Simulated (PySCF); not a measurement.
# C4H9Ga: the cost of one run

Programs: PySCF 2.14.0, with density-fitted response routines of our own. Each step states its level of theory. These are calculated values for one molecule in the gas phase, unless marked as measured. Atoms are numbered from 0 throughout.

1 further run of the same task is left out (for a known fault of the program). Runs told in other sessions of the task aren't counted.

### Step 1. The starting structure

14 atoms, charge 0, multiplicity 1; geometry from: GFN2-xTB. The atoms were then displaced at random by about 0.01 Å, so the start is not that level's minimum.

Bonds of the start (Å): Ga0–C1 2.06, C1–C2 1.55, C2–C3 1.51, C3–C4 1.52, C4–C1 1.54, Ga0–H5 1.56, Ga0–H6 1.61, C1–H7 1.08, C2–H8 1.08, C2–H9 1.10, C3–H10 1.12, C3–H11 1.08, C4–H12 1.11, C4–H13 1.11.

### Step 2. Geometry optimisation at PBE0-D3(BJ)/def2-SVP

The job: settings as JSON, then the geometry in Å.

```
{"job": {"xc": "PBE0", "basis": "def2-SVP", "d3": "d3bj", "grid": 1, "shake": 0.01, "kind": "geom"}, "charge": 0, "multiplicity": 1}
Ga     1.964860     0.478220     0.448700
C      0.150540    -0.427200     0.807480
C     -0.286250    -1.138310    -0.499130
C     -0.932480     0.162070    -0.914580
C     -0.960680     0.605390     0.541700
H      3.092730    -0.171890    -0.418200
H      2.218750     2.016010     0.853940
H      0.062980    -1.008180     1.719380
H     -0.973130    -1.943420    -0.298980
H      0.534840    -1.496100    -1.136150
H     -1.939720     0.070970    -1.398470
H     -0.293410     0.787470    -1.512040
H     -0.740930     1.675970     0.725980
H     -1.905260     0.373930     1.072590
```

On the command line:

```sh
$ OMP_NUM_THREADS=1 python probes_run.py task.json out
```

This one command runs all jobs of the session in turn.

Q: Estimate the wall time and peak memory of this first job on 1 thread of Arm Neoverse V1, shared host.

About 52 s, with a peak of 0.52 GiB.
